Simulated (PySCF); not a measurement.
# trifluoroacetic acid (C₂HF₃O₂): NMR shifts and electronic excitations at several levels of theory, part 2 of 2

PySCF 2.14.0. Atoms count from 0. The steps go on from the part before.

## 6. Ultraviolet spectrum: PBE/def2-SVPD

The job: settings as JSON, then the geometry in Å.

```
{"job": {"kind": "uv", "xc": "PBE", "basis": "def2-SVPD", "ip": true}, "charge": 0, "multiplicity": 1}
O      0.480300     1.036117    -1.318956
C      0.380826     0.171108    -0.502506
O      1.157135    -0.897905    -0.393235
C     -0.712844     0.147547     0.581310
F     -1.412465     1.265600     0.544660
F     -1.532043    -0.880445     0.372091
F     -0.172644     0.015749     1.788747
H      1.820785    -0.851463    -1.099882
```

Method: TDDFT PBE/def2-SVPD, vertical, gas phase, core orbitals frozen in the response.

The program printed:

```text
coarse grid: 8224 points
cycle   1  E = -525.5642918086  dE =  1.367e+00  |g| = 1.205e+00  |ddm| = 3.541e+00
cycle   2  E = -524.1934907441  dE =  1.371e+00  |g| = 2.949e+00  |ddm| = 3.532e+00
cycle   3  E = -525.7531713336  dE = -1.560e+00  |g| = 6.044e-01  |ddm| = 2.878e+00
cycle   4  E = -525.8168276405  dE = -6.366e-02  |g| = 2.143e-01  |ddm| = 6.535e-01
cycle   5  E = -525.8250477925  dE = -8.220e-03  |g| = 4.999e-02  |ddm| = 2.108e-01
cycle   6  E = -525.8255708226  dE = -5.230e-04  |g| = 1.359e-02  |ddm| = 5.774e-02
cycle   7  E = -525.8256000404  dE = -2.922e-05  |g| = 5.613e-03  |ddm| = 1.467e-02
cycle   8  E = -525.8256058465  dE = -5.806e-06  |g| = 9.258e-04  |ddm| = 5.339e-03
final grid: 85016 points
cycle   9  E = -525.9325406145  dE = -1.045e-05  |g| = 1.694e-02  |ddm| = 8.653e-02
cycle  10  E = -525.9322860285  dE =  2.546e-04  |g| = 4.081e-02  |ddm| = 4.292e-02
cycle  11  E = -525.9325811518  dE = -2.951e-04  |g| = 7.126e-03  |ddm| = 3.292e-02
cycle  12  E = -525.9325910388  dE = -9.887e-06  |g| = 4.528e-04  |ddm| = 5.718e-03
cycle  13  E = -525.9325910676  dE = -2.878e-08  |g| = 2.371e-04  |ddm| = 5.432e-04
cycle  14  E = -525.9325910769  dE = -9.279e-09  |g| = 4.081e-05  |ddm| = 2.118e-04
cycle  15  E = -525.9325910772  dE = -2.758e-10  |g| = 1.304e-05  |ddm| = 4.716e-05
converged SCF energy = -525.9325910772

Static polarisability (au): isotropic 37.391, principal 30.353 40.906 40.912

Singlet excitations
state   eV       nm        f      main configurations
  1   5.4109    229.1   0.00061   H->L 1.00
  2   6.9155    179.3   0.03648   H->L+1 0.94
  3   7.8599    157.7   0.00898   H-3->L 0.86, H-2->L 0.11
  4   7.9121    156.7   0.00330   H-2->L 0.87, H-3->L 0.12
  5   8.0289    154.4   0.10138   H-1->L 0.53, H->L+2 0.35
  6   8.2239    150.8   0.05499   H->L+2 0.63, H-1->L 0.25
  7   8.2743    149.8   0.00249   H-1->L+1 0.99
  8   8.4826    146.2   0.00040   H-5->L 0.98
  9   8.5230    145.5   0.02167   H-4->L 0.87
 10   8.9442    138.6   0.05339   H->L+3 0.92

Triplet excitations (Tamm-Dancoff, eV): 4.8381 5.8292 6.7053 7.3266
Vertical ionisation energy (delta-SCF) = 11.4806 eV
Vertical electron affinity (delta-SCF) = -1.0911 eV
```

Run time: 61 s. Hardware: 1 thread, shared host.

In short: HOMO -7.59 eV, LUMO -2.42 eV; lowest singlet 5.41 eV.

## 7. Ultraviolet spectrum: B3LYP/def2-SVPD

The job, as its differences from that of step 6:

```diff
@@ -1,2 +1,2 @@
-{"job": {"kind": "uv", "xc": "PBE", "basis": "def2-SVPD", "ip": true}, "charge": 0, "multiplicity": 1}
+{"job": {"kind": "uv", "xc": "B3LYP", "basis": "def2-SVPD", "ip": true}, "charge": 0, "multiplicity": 1}
 O      0.480300     1.036117    -1.318956
```

Method: TDDFT B3LYP/def2-SVPD, vertical, gas phase, core orbitals frozen in the response.

The program printed:

```text
coarse grid: 8224 points
cycle   1  E = -526.0728824049  dE =  1.440e+00  |g| = 1.246e+00  |ddm| = 3.427e+00
cycle   2  E = -525.2771130327  dE =  7.958e-01  |g| = 2.457e+00  |ddm| = 2.955e+00
cycle   3  E = -526.3264931383  dE = -1.049e+00  |g| = 3.876e-01  |ddm| = 2.135e+00
cycle   4  E = -526.3511361607  dE = -2.464e-02  |g| = 1.497e-01  |ddm| = 4.245e-01
cycle   5  E = -526.3551314822  dE = -3.995e-03  |g| = 2.232e-02  |ddm| = 1.316e-01
cycle   6  E = -526.3552285611  dE = -9.708e-05  |g| = 7.067e-03  |ddm| = 2.907e-02
cycle   7  E = -526.3552371862  dE = -8.625e-06  |g| = 2.076e-03  |ddm| = 7.485e-03
final grid: 85016 points
cycle   8  E = -526.4380673375  dE = -2.617e-05  |g| = 6.328e-03  |ddm| = 5.414e-02
cycle   9  E = -526.4380434540  dE =  2.388e-05  |g| = 1.304e-02  |ddm| = 1.468e-02
cycle  10  E = -526.4380740326  dE = -3.058e-05  |g| = 1.368e-03  |ddm| = 1.030e-02
cycle  11  E = -526.4380743564  dE = -3.238e-07  |g| = 2.926e-04  |ddm| = 1.195e-03
cycle  12  E = -526.4380743709  dE = -1.441e-08  |g| = 6.947e-05  |ddm| = 3.002e-04
cycle  13  E = -526.4380743718  dE = -9.682e-10  |g| = 1.470e-05  |ddm| = 7.307e-05
converged SCF energy = -526.4380743718

Static polarisability (au): isotropic 35.578, principal 29.073 38.435 39.227

Singlet excitations
state   eV       nm        f      main configurations
  1   5.6125    220.9   0.00053   H->L 0.99
  2   7.6867    161.3   0.03452   H->L+1 0.83, H-1->L 0.16
  3   8.4760    146.3   0.17844   H-1->L 0.73, H->L+1 0.16
  4   8.6049    144.1   0.00252   H-2->L 0.96
  5   8.7098    142.4   0.00155   H-1->L+1 0.97
  6   9.1271    135.8   0.01105   H->L+2 0.91
  7   9.3532    132.6   0.00216   H-3->L 0.99
  8   9.7847    126.7   0.01417   H->L+3 0.73, H-4->L 0.22
  9   9.8462    125.9   0.00404   H->L+4 0.93
 10   9.8686    125.6   0.00224   H-5->L 0.91

Triplet excitations (Tamm-Dancoff, eV): 5.0575 5.8982 7.5448 7.9580
Vertical ionisation energy (delta-SCF) = 11.9283 eV
Vertical electron affinity (delta-SCF) = -0.9761 eV
```

Wall time 78 s (1 thread, shared host).

In short: HOMO -9.13 eV, LUMO -1.62 eV; lowest singlet 5.61 eV.

## 8. Excited states and response: PBE0/def2-SVPD

The job, as its differences from that of step 7:

```diff
@@ -1,2 +1,2 @@
-{"job": {"kind": "uv", "xc": "B3LYP", "basis": "def2-SVPD", "ip": true}, "charge": 0, "multiplicity": 1}
+{"job": {"kind": "uv", "xc": "PBE0", "basis": "def2-SVPD", "ip": true}, "charge": 0, "multiplicity": 1}
 O      0.480300     1.036117    -1.318956
```

Method: TDDFT PBE0/def2-SVPD, vertical, gas phase, core orbitals frozen in the response.

The program printed:

```text
coarse grid: 8224 points
cycle   1  E = -525.5841851906  dE =  1.436e+00  |g| = 1.178e+00  |ddm| = 3.469e+00
cycle   2  E = -524.9992978649  dE =  5.849e-01  |g| = 2.173e+00  |ddm| = 2.743e+00
cycle   3  E = -525.8193406769  dE = -8.200e-01  |g| = 3.257e-01  |ddm| = 1.952e+00
cycle   4  E = -525.8370160760  dE = -1.768e-02  |g| = 1.198e-01  |ddm| = 3.665e-01
cycle   5  E = -525.8395945417  dE = -2.578e-03  |g| = 1.731e-02  |ddm| = 1.103e-01
cycle   6  E = -525.8396511146  dE = -5.657e-05  |g| = 5.497e-03  |ddm| = 2.327e-02
cycle   7  E = -525.8396565214  dE = -5.407e-06  |g| = 1.547e-03  |ddm| = 6.046e-03
final grid: 85016 points
cycle   8  E = -525.9195195754  dE = -1.537e-05  |g| = 1.125e-02  |ddm| = 6.389e-02
cycle   9  E = -525.9194696162  dE =  4.996e-05  |g| = 2.002e-02  |ddm| = 2.513e-02
cycle  10  E = -525.9195411245  dE = -7.151e-05  |g| = 2.353e-03  |ddm| = 1.668e-02
cycle  11  E = -525.9195421570  dE = -1.032e-06  |g| = 2.042e-04  |ddm| = 1.997e-03
cycle  12  E = -525.9195421639  dE = -6.974e-09  |g| = 6.791e-05  |ddm| = 2.735e-04
cycle  13  E = -525.9195421650  dE = -1.028e-09  |g| = 1.346e-05  |ddm| = 8.529e-05
cycle  14  E = -525.9195421650  dE = -2.979e-11  |g| = 5.073e-06  |ddm| = 1.609e-05
converged SCF energy = -525.9195421650

Static polarisability (au): isotropic 35.079, principal 28.701 37.825 38.713

Singlet excitations
state   eV       nm        f      main configurations
  1   5.6668    218.8   0.00057   H->L 0.99
  2   7.9752    155.5   0.03798   H->L+1 0.74, H-1->L 0.24
  3   8.6469    143.4   0.18283   H-1->L 0.67, H->L+1 0.24
  4   8.7537    141.6   0.00219   H-2->L 0.96
  5   9.0020    137.7   0.00184   H-1->L+1 0.98
  6   9.4530    131.2   0.00957   H->L+2 0.89
  7   9.6876    128.0   0.00253   H-3->L 0.99
  8  10.0999    122.8   0.01796   H->L+3 0.72, H-4->L 0.20
  9  10.1501    122.2   0.00405   H->L+4 0.94
 10  10.1814    121.8   0.00308   H-5->L 0.87

Triplet excitations (Tamm-Dancoff, eV): 5.0666 5.9003 7.8410 8.0332
Vertical ionisation energy (delta-SCF) = 11.8633 eV
Vertical electron affinity (delta-SCF) = -1.0437 eV
```

Run time: 56 s. Hardware: 1 thread, shared host.

Key values: HOMO -9.37 eV, LUMO -1.31 eV; lowest singlet 5.67 eV.

## 9. Run by run: electronic excitations

Excitations and ground-state properties, with basis size and wall time:

```tsv
run	lowest singlet (eV)	brightest (eV)	f	gap (eV)	α (Å³)	μ (D)	functions	time
HF/def2-SVPD	6.42	9.39	0.196	15.88	4.64	2.33	163	14 s
LDA/def2-SVPD	5.36	8.06	0.139	5.09	5.53	2.26	163	40 s
PBE/def2-SVPD	5.41	8.03	0.101	5.18	5.54	2.19	163	61 s
B3LYP/def2-SVPD	5.61	8.48	0.178	7.51	5.27	2.25	163	78 s
PBE0/def2-SVPD	5.67	8.65	0.183	8.06	5.20	2.25	163	56 s
```

Measured dipole: 2.28 D (gas; NIST CCCBDB Release 22 (SRD 101), experimental dipoles).

## 10. Results

This closing draws on all 2 parts.

| quantity | value |
| --- | --- |
| point group | C1 |
| rotational constants (main isotopes) | 3.89, 2.52, 2.09 GHz |
| 13C shifts against TMS (PBE0/pcSseg-0) | 179.1, 139.2 ppm |
| 1H shifts against TMS (PBE0/pcSseg-0) | 5.68 ppm |
| 17O shifts against H2O (PBE0/pcSseg-0) | 488.3, 208.7 ppm |
| 19F shifts against CFCl3 (PBE0/pcSseg-0, means over atoms taken as alike) | -89.8 ppm |
| measured, and computed on the same scale | F4 δ -76.5, -89.8 ppm |
| lowest singlet (HF/def2-SVPD) | 6.42 eV (193 nm), f = 0.001 |
| brightest single state of those computed | state 2, 9.39 eV, f = 0.196 |
| lowest triplet | 5.89 eV |
| vertical ionisation energy (ΔSCF) | 10.90 eV |
| range of the lowest singlet | 5.36 to 6.42 eV |

In words: Single values in the summary come from the first run of each kind that ended normally (PBE0/pcSseg-0; HF/def2-SVPD), which need not be the best level. Over 7 steps the energy fell by 0.034 eV; of the close pairs, C1–C3 changed most, 1.560 to 1.540 Å. No frequency check was run at this level, so the end point may be a saddle. At PBE0/pcSseg-0: The largest span, 737 ppm, is at O0, where the paramagnetic term is -547 ppm. The one measured 19F shift is missed by -13.2 ppm (computed less measured, unscaled). Vibration, temperature and solvent are missing from the calculation, so part of the miss against the measured shifts is not the functional's. The first singlet state (HOMO→LUMO+2 0.81) lies at 6.42 eV and is dark; of the 10 states computed, the strongest absorption comes from state 2 at 9.39 eV. The lowest triplet lies 0.53 eV below the lowest singlet (triplets in Tamm-Dancoff, singlets in full TDDFT). At HF/def2-SVPD, the highest states lie near or above the ionisation energy, where they hang on the basis. The orbital energy would give 13.90 eV for ionisation, ΔSCF gives 10.90 eV. The dipole moment, 2.33 D, compares with 2.28 D measured (one conformer here). The lowest singlet runs from 5.36 eV (LDA/def2-SVPD) to 6.42 eV (HF/def2-SVPD), while the orbital gap spans 5.09 to 15.88 eV: the excitation energy moves far less from run to run than the orbital gap does. The lowest state need not be the same one in every run. For the measured dipole, LDA/def2-SVPD misses least (0.02 D, 40 s) and PBE/def2-SVPD most (0.09 D, 61 s); the quickest, HF/def2-SVPD, misses by 0.05 D in 14 s. One molecule ranks no method: errors cancel, and vibration and temperature are missing from all runs.
